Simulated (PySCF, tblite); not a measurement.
# C4H11PSi2: geometry, infrared bands and NMR shifts

Wanted: the infrared bands and NMR shifts of C4H11PSi2 (`C[SiH2]P1C(C)=C1[SiH3]`), by calculation.

Programs: tblite 0.8.0 and PySCF 2.14.0, with density-fitted response routines of our own. Each step states its level of theory. These are calculated values for one molecule in the gas phase, unless marked as measured. Atoms count from 0, in the outputs and in this text.

## Step 1: The starting structure

18 atoms, charge 0, multiplicity 1; geometry from: force field or distance geometry start.

Bonds of the start (Å): C0–Si1 1.88, Si1–P2 2.19, P2–C3 1.85, C3–C4 1.50, C3–C5 1.36, C5–Si6 1.86, C5–P2 1.85, C0–H7 1.11, C0–H8 1.11, C0–H9 1.09, Si1–H10 1.47, Si1–H11 1.49, C4–H12 1.11, C4–H13 1.08, C4–H14 1.13, Si6–H15 1.48, Si6–H16 1.47, Si6–H17 1.50.

## Step 2: Optimising the geometry with GFN2-xTB

What the job is given:

```
{"job": {"kind": "relax", "xc": "GFN2-xTB", "basis": "xTB"}, "charge": 0, "multiplicity": 1}
C      3.313100    -1.058900    -0.242400
Si     1.906100     0.074300     0.288000
P      0.402900     0.159100    -1.302800
C     -1.120500     1.066900    -0.766400
C     -1.660400     2.443100    -0.485900
C     -1.323100    -0.273300    -0.782800
Si    -2.463500    -1.713200    -0.506500
H      4.050500    -1.055900     0.586900
H      2.950000    -2.094000    -0.414500
H      3.779500    -0.587100    -1.109200
H      2.365900     1.447600     0.516900
H      1.289800    -0.476200     1.524300
H     -1.451200     3.130700    -1.334800
H     -2.734000     2.446500    -0.333100
H     -1.097200     2.901900     0.377200
H     -3.624400    -1.343700     0.338000
H     -2.861500    -2.242000    -1.816000
H     -1.730800    -2.819600     0.186800
```

Run with:

```sh
$ OMP_NUM_THREADS=1 python probes_run.py task.json out
```

One launch serves the whole session: the jobs run in the order shown.

The program printed:

```text
step      E/eV     max force
  0    -545.68765    2.397
  1    -545.84670    1.709
  2    -545.95369    0.646
  3    -546.00909    0.614
  4    -546.04421    0.484
  5    -546.05833    0.279
  6    -546.06709    0.188
  7    -546.07251    0.202
  8    -546.07908    0.220
  9    -546.08528    0.201
 10    -546.09089    0.204
 11    -546.09508    0.230
 12    -546.09839    0.177
 13    -546.10107    0.155
 14    -546.10326    0.124
 15    -546.10519    0.105
 16    -546.10714    0.121
 17    -546.10901    0.117
 18    -546.11074    0.102
 19    -546.11244    0.114
 20    -546.11432    0.125
 21    -546.11651    0.140
 22    -546.11870    0.154
 23    -546.12034    0.101
 24    -546.12147    0.096
 25    -546.12248    0.094
 26    -546.12343    0.082
 27    -546.12417    0.068
 28    -546.12468    0.076
 29    -546.12512    0.069
 30    -546.12570    0.076
 31    -546.12647    0.087
 32    -546.12727    0.061
 33    -546.12793    0.064
 34    -546.12849    0.052
 35    -546.12905    0.070
 36    -546.12961    0.056
 37    -546.13002    0.048
 38    -546.13028    0.048
 39    -546.13052    0.055
 40    -546.13090    0.067
 41    -546.13143    0.075
 42    -546.13199    0.075
 43    -546.13239    0.057
 44    -546.13268    0.042
 45    -546.13299    0.044
 46    -546.13335    0.047
 47    -546.13369    0.043
 48    -546.13394    0.033
 49    -546.13415    0.033
 50    -546.13436    0.040
 51    -546.13458    0.033
 52    -546.13477    0.031
 53    -546.13494    0.039
 54    -546.13514    0.040
 55    -546.13535    0.036
 56    -546.13551    0.033
 57    -546.13562    0.028
 58    -546.13571    0.027
 59    -546.13583    0.029
 60    -546.13597    0.035
 61    -546.13609    0.028
 62    -546.13618    0.028
 63    -546.13626    0.030
 64    -546.13636    0.036
 65    -546.13649    0.044
 66    -546.13663    0.038
 67    -546.13676    0.035
 68    -546.13686    0.027
 69    -546.13694    0.018
 70    -546.13699    0.017
 71    -546.13703    0.015
 72    -546.13707    0.015
 73    -546.13711    0.023
 74    -546.13718    0.025
 75    -546.13726    0.025
 76    -546.13734    0.027
 77    -546.13740    0.019
 78    -546.13746    0.017
 79    -546.13751    0.022
 80    -546.13757    0.028
 81    -546.13762    0.022
 82    -546.13766    0.016
 83    -546.13771    0.017
 84    -546.13779    0.030
 85    -546.13791    0.045
 86    -546.13804    0.042
 87    -546.13813    0.025
 88    -546.13819    0.022
 89    -546.13827    0.025
 90    -546.13839    0.037
 91    -546.13856    0.041
 92    -546.13875    0.029
 93    -546.13889    0.020
 94    -546.13899    0.024
 95    -546.13908    0.034
 96    -546.13915    0.025
 97    -546.13922    0.012
 98    -546.13925    0.010
 99    -546.13927    0.013
100    -546.13930    0.012
101    -546.13933    0.014
102    -546.13936    0.015
103    -546.13941    0.020
104    -546.13946    0.020
105    -546.13951    0.014
106    -546.13955    0.014
107    -546.13959    0.020
108    -546.13966    0.030
109    -546.13980    0.041
110    -546.13999    0.033
111    -546.14010    0.019
112    -546.14015    0.020
113    -546.14018    0.017
114    -546.14024    0.021
115    -546.14035    0.022
116    -546.14054    0.031
117    -546.14066    0.026
118    -546.14076    0.021
119    -546.14085    0.018
120    -546.14095    0.024
121    -546.14103    0.022
122    -546.14109    0.017
123    -546.14111    0.019
124    -546.14118    0.020
125    -546.14122    0.016
126    -546.14128    0.011
127    -546.14129    0.008
```

Wall time 1.1 s (1 thread of Arm Neoverse V1, shared host); peak memory 0.18 GiB.

Along the way: (not every step is listed)

| step | energy from step 0 (eV) | largest force (eV/Å) |
| --- | --- | --- |
| 0 | 0.0000 | 2.3966 |
| 1 | -0.1591 | 1.7085 |
| 2 | -0.2660 | 0.6463 |
| 3 | -0.3214 | 0.6140 |
| 4 | -0.3566 | 0.4835 |
| 5 | -0.3707 | 0.2791 |
| 6 | -0.3794 | 0.1880 |
| 7 | -0.3849 | 0.2016 |
| 8 | -0.3914 | 0.2196 |
| 19 | -0.4248 | 0.1139 |
| 30 | -0.4381 | 0.0757 |
| 41 | -0.4438 | 0.0751 |
| 52 | -0.4471 | 0.0309 |
| 63 | -0.4486 | 0.0297 |
| 74 | -0.4495 | 0.0246 |
| 85 | -0.4503 | 0.0447 |
| 96 | -0.4515 | 0.0249 |
| 107 | -0.4519 | 0.0201 |
| 118 | -0.4531 | 0.0206 |
| 122 | -0.4534 | 0.0172 |
| 123 | -0.4535 | 0.0193 |
| 124 | -0.4535 | 0.0197 |
| 125 | -0.4536 | 0.0156 |
| 126 | -0.4536 | 0.0112 |
| 127 | -0.4536 | 0.0081 |

Distances of close pairs at the start and the end, largest changes first:

| bond | before (Å) | after (Å) | change (Å) |
| --- | --- | --- | --- |
| Si1–P2 | 2.190 | 2.253 | +0.063 |
| C3–C5 | 1.356 | 1.306 | -0.050 |
| C3–C4 | 1.505 | 1.466 | -0.039 |
| C4–H14 | 1.128 | 1.090 | -0.038 |
| Si6–H17 | 1.497 | 1.464 | -0.033 |
| P2–C5 | 1.854 | 1.886 | +0.032 |
| C0–H7 | 1.110 | 1.085 | -0.025 |
| C0–H8 | 1.110 | 1.086 | -0.024 |

The final coordinates are the input of the step that follows.

## Step 3: Infrared spectrum with GFN2-xTB

What the job is given:

```
{"job": {"kind": "ir", "xc": "GFN2-xTB", "basis": "xTB"}, "charge": 0, "multiplicity": 1}
C      3.271363    -0.950267    -0.247710
Si     1.691954    -0.035255     0.270069
P      0.406322     0.194031    -1.566358
C     -1.049721     1.049431    -0.828667
C     -1.532510     2.394379    -0.501964
C     -1.281241    -0.235333    -0.842559
Si    -2.392288    -1.668710    -0.433783
H      3.942428    -1.071875     0.595863
H      3.043165    -1.937357    -0.639287
H      3.803809    -0.405092    -1.021358
H      2.047268     1.273259     0.847569
H      0.996134    -0.779361     1.333177
H     -1.613637     2.991224    -1.410710
H     -2.508857     2.336415    -0.021166
H     -0.828193     2.892412     0.164554
H     -3.579865    -1.114582     0.221949
H     -2.755023    -2.363286    -1.668623
H     -1.669867    -2.563716     0.472588
```

The program printed:

```text
mode    cm-1     km/mol
  1      18.5      0.35
  2      54.2      0.01
  3      68.0      0.01
  4      84.6      1.16
  5      98.3      0.30
  6     105.7      0.11
  7     116.3      0.39
  8     150.0      1.47
  9     221.4      0.73
 10     245.3      0.38
 11     337.7      1.60
 12     412.1     36.33
 13     453.7     10.25
 14     471.9     18.47
 15     532.9     43.65
 16     541.3     53.96
 17     548.1      8.04
 18     602.2     13.63
 19     643.9    324.31
 20     734.5      6.20
 21     753.2    112.49
 22     772.0    119.58
 23     780.3    482.88
 24     781.7    220.02
 25     803.5    223.95
 26     823.4     95.62
 27     834.9    223.80
 28    1003.9      4.51
 29    1036.6      2.21
 30    1085.6     77.76
 31    1367.3     10.19
 32    1379.7      5.90
 33    1451.2      5.80
 34    1459.8     10.95
 35    1486.4      0.29
 36    1488.9      0.22
 37    1833.0    117.24
 38    2156.8    359.56
 39    2174.6    133.50
 40    2245.3    331.61
 41    2255.0    277.27
 42    2272.5    244.79
 43    2994.4      9.82
 44    3002.5     27.98
 45    3007.1     10.71
 46    3036.7     27.03
 47    3040.9     20.23
 48    3051.1     24.98
```

It took 0.82 s on 1 thread of Arm Neoverse V1, shared host; peak memory 0.18 GiB.

Which atoms move in the most intense modes:

| cm⁻¹ | km/mol | atoms |
| --- | --- | --- |
| 644 | 324.3 | H10 48 %, H11 35 % |
| 780 | 482.9 | H17 35 %, H16 32 %, H15 12 %, Si6 10 % |
| 804 | 223.9 | H11 42 %, H10 39 % |
| 835 | 223.8 | H7 41 %, H8 18 %, C0 15 % |
| 2157 | 359.6 | H10 76 %, H11 20 % |
| 2245 | 331.6 | H15 95 % |
| 2255 | 277.3 | H17 93 % |
| 2272 | 244.8 | H16 95 % |

## Step 4: NMR shieldings: PBE0/pcSseg-1

Settings changed since step 3:

```diff
@@ -1,2 +1,2 @@
-{"job": {"kind": "ir", "xc": "GFN2-xTB", "basis": "xTB"}, "charge": 0, "multiplicity": 1}
+{"job": {"kind": "nmr", "xc": "PBE0", "basis": "pcSseg-1"}, "charge": 0, "multiplicity": 1}
 C      3.271363    -0.950267    -0.247710
```

Method: GIAO PBE0/pcSseg-1 NMR shielding, non-relativistic, gas phase.

The program printed:

```text
coarse grid: 16040 points
cycle   1  E = -1078.6195958031  dE =  5.104e-01  |g| = 4.051e-01  |ddm| = 3.947e+00
cycle   2  E = -1078.6097384746  dE =  9.857e-03  |g| = 4.432e-01  |ddm| = 8.112e-01
cycle   3  E = -1078.6604220170  dE = -5.068e-02  |g| = 8.195e-02  |ddm| = 5.008e-01
cycle   4  E = -1078.6618380193  dE = -1.416e-03  |g| = 4.459e-02  |ddm| = 1.522e-01
cycle   5  E = -1078.6623471199  dE = -5.091e-04  |g| = 9.444e-03  |ddm| = 5.289e-02
cycle   6  E = -1078.6623669505  dE = -1.983e-05  |g| = 4.223e-03  |ddm| = 1.514e-02
cycle   7  E = -1078.6623713162  dE = -4.366e-06  |g| = 1.031e-03  |ddm| = 6.091e-03
final grid: 139704 points
cycle   8  E = -1078.7032537534  dE = -2.215e-05  |g| = 7.464e-03  |ddm| = 2.678e-02
cycle   9  E = -1078.7032428770  dE =  1.088e-05  |g| = 9.646e-03  |ddm| = 1.640e-02
cycle  10  E = -1078.7032680406  dE = -2.516e-05  |g| = 1.179e-03  |ddm| = 1.125e-02
cycle  11  E = -1078.7032684371  dE = -3.965e-07  |g| = 2.585e-04  |ddm| = 1.952e-03
cycle  12  E = -1078.7032684524  dE = -1.534e-08  |g| = 1.066e-04  |ddm| = 3.812e-04
cycle  13  E = -1078.7032684550  dE = -2.558e-09  |g| = 3.908e-05  |ddm| = 1.449e-04
cycle  14  E = -1078.7032684553  dE = -3.681e-10  |g| = 8.611e-06  |ddm| = 4.713e-05
converged SCF energy = -1078.7032684553

GIAO shielding tensors (ppm)
atom      isotropic    diamagn.    paramagn.     s11        s22        s33       span
  0 C      193.438     252.834     -59.396    188.060    194.401    197.853      9.793
  1 Si     394.232     882.532    -488.299    335.271    395.481    451.945    116.674
  2 P      596.820     968.116    -371.296    339.316    380.340   1070.804    731.487
  3 C       36.549     269.901    -233.352   -124.668     82.515    151.799    276.467
  4 C      169.064     248.513     -79.449    151.519    170.224    185.449     33.930
  5 C       76.899     261.718    -184.819    -66.899    115.009    182.588    249.487
  6 Si     436.483     882.225    -445.742    419.815    427.219    462.415     42.600
  7 H       31.511      28.734       2.777     26.537     28.002     39.994     13.456
  8 H       31.463      31.150       0.313     26.804     29.757     37.829     11.025
  9 H       31.609      29.848       1.761     26.963     29.451     38.413     11.450
 10 H       27.700      31.740      -4.040     23.436     27.443     32.220      8.784
 11 H       28.205      32.294      -4.089     24.760     27.499     32.356      7.596
 12 H       29.137      27.369       1.768     25.164     26.452     35.795     10.630
 13 H       28.769      29.050      -0.281     23.381     27.986     34.941     11.560
 14 H       29.004      30.972      -1.969     24.419     27.759     34.833     10.414
 15 H       26.971      29.535      -2.564     22.800     26.213     31.900      9.100
 16 H       27.283      29.129      -1.846     24.134     25.190     32.526      8.392
 17 H       27.242      30.346      -3.104     23.670     26.290     31.766      8.095
```

Wall time 33 s (1 thread of Arm Neoverse V1, shared host); peak memory 0.81 GiB.

Shifts follow as δ = σ(reference) − σ, with reference shieldings (ppm) from runs at the same level and on the same kind of geometry: 1H TMS 31.72, 13C TMS 186.9, 29Si TMS 349.2, 31P H3PO4 318.4. The references are single molecules in the gas phase, so shifts against H2O, NH3, PH3, H3PO4 or CFCl3 are not on the usual liquid scales and can be off by tens of ppm. Atoms listed in one row are averaged.

| atoms | environment | σ (ppm) | δ (ppm) | δ scaled to CDCl3 |
| --- | --- | --- | --- | --- |
| C3 | fully substituted alkene carbon | 36.5 | 150.4 | 144.9 |
| C5 | fully substituted alkene carbon | 76.9 | 110.0 | 105.5 |
| C4 | allylic methyl carbon | 169.1 | 17.9 | 15.5 |
| C0 | methyl carbon bonded to Si | 193.4 | -6.5 | -8.3 |
| H15, H16, H17 | hydrogen on a silicon bonded to C | 27.17 | 4.55 | – |
| H10, H11 | hydrogen on a silicon bonded to C, P | 27.95 | 3.76 | – |
| H12, H13, H14 | hydrogen on an allylic methyl carbon | 28.97 | 2.75 | 2.70 |
| H7, H8, H9 | hydrogen on a methyl carbon bonded to Si | 31.53 | 0.19 | 0.28 |
| Si1 | silicon bonded to C, P, 2 H | 394.2 | -45.1 | – |
| Si6 | silicon bonded to C, 3 H | 436.5 | -87.3 | – |
| P2 | phosphorus bonded to 2 C, Si, in a 3-membered ring | 596.8 | -278.4 | – |

The scaled column applies a straight-line fit of computed shieldings to shifts measured in CDCl3 (root-mean-square error 0.16 ppm for H, 1.9 ppm for C).

The run also stored atomic charges by several schemes (e):

| atoms | Mulliken | IAO | Hirshfeld | ESP fit |
| --- | --- | --- | --- | --- |
| C0 | -0.62 | -0.71 | -0.22 | -0.67 |
| Si1 | 0.49 | 0.55 | 0.26 | 0.90 |
| P2 | 0.03 | 0.09 | -0.02 | -0.40 |
| C3 | -0.27 | -0.08 | -0.01 | 0.25 |
| C4 | -0.16 | -0.43 | -0.10 | -0.60 |
| C5 | -0.46 | -0.43 | -0.14 | -0.17 |
| Si6 | 0.55 | 0.62 | 0.32 | 0.38 |

Mayer bond orders: C0–Si1 0.95, Si1–P2 0.88, P2–C3 0.88, C3–C4 1.10, C3–C5 1.65, C5–Si6 0.91, C5–P2 0.82.

Ring of atoms P2, C3, C5: NICS(0) -27.6, NICS(1) -7.4, NICS(1)zz -15.6 ppm (means of both faces).

In rings of three or four atoms NICS is ruled by the nearby σ bonds, so it says little on aromaticity.

## Step 5: Summary of results

```
                                                              quantity                         value
                             strongest single infrared mode (GFN2-xTB)          780 cm⁻¹, 483 km/mol
                                          zero-point energy (GFN2-xTB)                 78.4 kcal/mol
                                13C shifts against TMS (PBE0/pcSseg-1)  150.4, 110.0, 17.9, -6.5 ppm
1H shifts against TMS (PBE0/pcSseg-1, means over atoms taken as alike)    4.55, 3.76, 2.75, 0.19 ppm
                               29Si shifts against TMS (PBE0/pcSseg-1)              -45.1, -87.3 ppm
                              31P shifts against H3PO4 (PBE0/pcSseg-1)                    -278.4 ppm
```

**Reading.** Relaxing lowered the energy by 0.454 eV in 127 steps; the close pair that moved most is Si1–P2, from 2.190 to 2.253 Å. No mode is imaginary among the 48: a minimum at this level. GFN2-xTB is a fitted tight-binding method: band positions and strengths are rough. Its intensities can rank the bands wrongly. At PBE0/pcSseg-1: The widest tensor belongs to P2: span 731 ppm, with a paramagnetic part of -371 ppm.
